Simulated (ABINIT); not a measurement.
Runs of ABINIT 10.8.3 (patched build) on AgRh. Symmetry: P-6m2, No. 187, hexagonal system. Conventional cell: a = 2.778 Å, b = 2.778 Å, c = 4.809 Å, α = 90.00°, β = 90.00°, γ = 120.00°. Ag (site symmetry -6m2) is surrounded by 6 Ag at 2.78 Å and 6 Rh at 2.89 Å. Rh (site symmetry -6m2) is surrounded by 6 Rh at 2.78 Å and 6 Ag at 2.89 Å. The cell comes from a database or a generator and needn't be the stable form of this composition.

```tsv
task	level	cell	cutoff (eV)	smearing	fine-grid cutoff	cell freedom (optcell)	cutoff smearing ecutsm (Ha)	optimiser (ionmov)	force stop (Ha/bohr)	gap on the mesh (eV)	pressure (GPa)
single point	PBE	as given	463	gaussian 0.2 eV	925.187 eV	-	-	-	-	none	-2.2
band structure	BLYP	as given	544	fermi-dirac 0.05 eV	1088.46 eV	-	-	-	-	none	(a)
band structure	PW91	as given	544	fermi-dirac 0.05 eV	1088.46 eV	-	-	-	-	none	-2.2
relaxation of cell and atoms	PBE	relaxed	463	fermi-dirac 0.05 eV	925.187 eV	2	0.5	2	0.0002	none	0.0
band structure	AM05	as given	544	fermi-dirac 0.05 eV	1088.46 eV	-	-	-	-	none	-10.8
band structure	SCAN	as given	544	fermi-dirac 0.05 eV	1088.46 eV	-	-	-	-	none	-8.2
band structure	PBEsol	as given	544	fermi-dirac 0.05 eV	1088.46 eV	-	-	-	-	none	(b)
band structure	RPBE	as given	544	fermi-dirac 0.05 eV	1088.46 eV	-	-	-	-	none	1.9
```

Alike in all rows: potentials or basis JTH PAW PBE v2.0; no spin polarisation; k mesh 11 × 11 × 6.

Task: Fill in the values left out.

Result: (a) 7.2; (b) -10.4.

Caveats: the PAW data sets were made with another functional, which shifts forces and pressure a little (some runs).

A k mesh can miss the band edges, and the runs leave out spin-orbit coupling on Ag, Rh.

A gap of «none» marks a metal or a gap under the smearing width.
